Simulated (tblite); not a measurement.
# C5H11BO3: the cost of one run

The runs use tblite 0.8.0 and PySCF 2.14.0, with density-fitted response routines of our own; the level of theory stands in each step. All values are computed, except where a source is named. Atoms count from 0, in the outputs and in this text.

### Step 1. The starting structure

20 atoms, charge 0, multiplicity 1; geometry from: force field or distance geometry start.

Bonds of the start (Å): C0–C1 1.53, C1–C2 1.53, C1–C3 1.55, C3–C4 1.56, C4–O5 1.39, O5–B6 1.45, B6–O7 1.46, B6–O8 1.45, O8–C3 1.40, C0–H9 1.10, C0–H10 1.12, C0–H11 1.12, C1–H12 1.10, C2–H13 1.11, C2–H14 1.11, C2–H15 1.11, C3–H16 1.12, C4–H17 1.12, C4–H18 1.11, O7–H19 0.99.

### Step 2. Optimising the geometry with GFN2-xTB

What the job is given:

```
{"job": {"kind": "relax", "xc": "GFN2-xTB", "basis": "xTB"}, "charge": 0, "multiplicity": 1}
C     -1.907600    -0.573200    -0.388000
C     -0.688200     0.348800    -0.321500
C     -1.122500     1.783400    -0.031500
C      0.312400    -0.137700     0.764100
C      0.936200    -1.528300     0.454500
O      2.311100    -1.431200     0.656400
B      2.500000    -0.002800     0.460000
O      3.234000     0.460300    -0.712600
O      1.372100     0.768100     0.935900
H     -1.628700    -1.608300    -0.649500
H     -2.452500    -0.591000     0.585900
H     -2.619700    -0.210100    -1.168000
H     -0.180800     0.332500    -1.292000
H     -1.607600     1.862100     0.961900
H     -0.266300     2.486700    -0.068700
H     -1.860300     2.121000    -0.795000
H     -0.221600    -0.214200     1.749600
H      0.750800    -1.844500    -0.606700
H      0.514700    -2.303300     1.122900
H      2.619400     0.292300    -1.471100
```

Launch:

```sh
$ OMP_NUM_THREADS=1 python probes_run.py task.json out
```

The driver reads the jobs from task.json and runs them one after another.

Q: Estimate the wall time and peak memory of this first job on 1 thread of Intel Xeon at 2.70GHz, shared host.

About 1.3 s, with a peak of 0.18 GiB.
